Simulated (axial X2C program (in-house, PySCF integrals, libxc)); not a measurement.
# NInN²⁺: bond lengths and stretches, held linear

An exercise on one series of results from a longer session: the logs are not shown, and one member is left open.

Computed with an in-house X2C program for linear molecules on PySCF integrals. Level: all-electron X2C, two-component (2c) or spin-free, N dyall-av3z, In dyall-v3z.

All values are calculated.

2 further runs of the same task are left out: 2 set aside as unsound or not needed.

Set-up of the first run:

task.json reads:

```json
{
 "zs": [
  7,
  49,
  7
 ],
 "q": 2,
 "bas": [
  "dyall-av3z",
  "dyall-v3z",
  "dyall-av3z"
 ],
 "r0": [
  1.96,
  1.96
 ],
 "symm": 1,
 "scan": [
  "PBE0",
  "HF",
  "TPSSh"
 ],
 "levels": [
  "PBE0",
  "HF",
  "BHandHLYP"
 ],
 "nst": 2
}
```

Keys: zs atomic numbers; q charge; bas basis sets; r0 starting distance in Å; symm equal bonds; scan levels of the two-bond scan; levels methods; nst determinants followed.

Run with:

```sh
> python solin.py task.json out
```

Masses N 14.003, In 114.904, N 14.003 u.

Among the steps run: Scan at PBE0, 2c; Scan at TPSSh, 2c; Scan at PBE0, spin-free.

One of the session's tables, all rows but one given; the rest of the session is left out.

| level | lower stretch (cm⁻¹) |
| --- | --- |
| PBE0, 2c | 287.9 |
| TPSSh, 2c | ? |
| PBE0, spin-free | 287.8 |
| TPSSh, spin-free | 285.0 |

Estimate the missing values for TPSSh, 2c.

The run gave: lower stretch (cm⁻¹): 285.1. In the column «lower stretch (cm⁻¹)» it lies between TPSSh, spin-free (285.0) and PBE0, spin-free (287.8).

Scans not shown above were run alike.

A multiply charged ion may be only metastable. The molecule was held linear; bending was not examined, so a bent shape may lie lower. Note: several unpaired electrons, one determinant need not be a pure state.
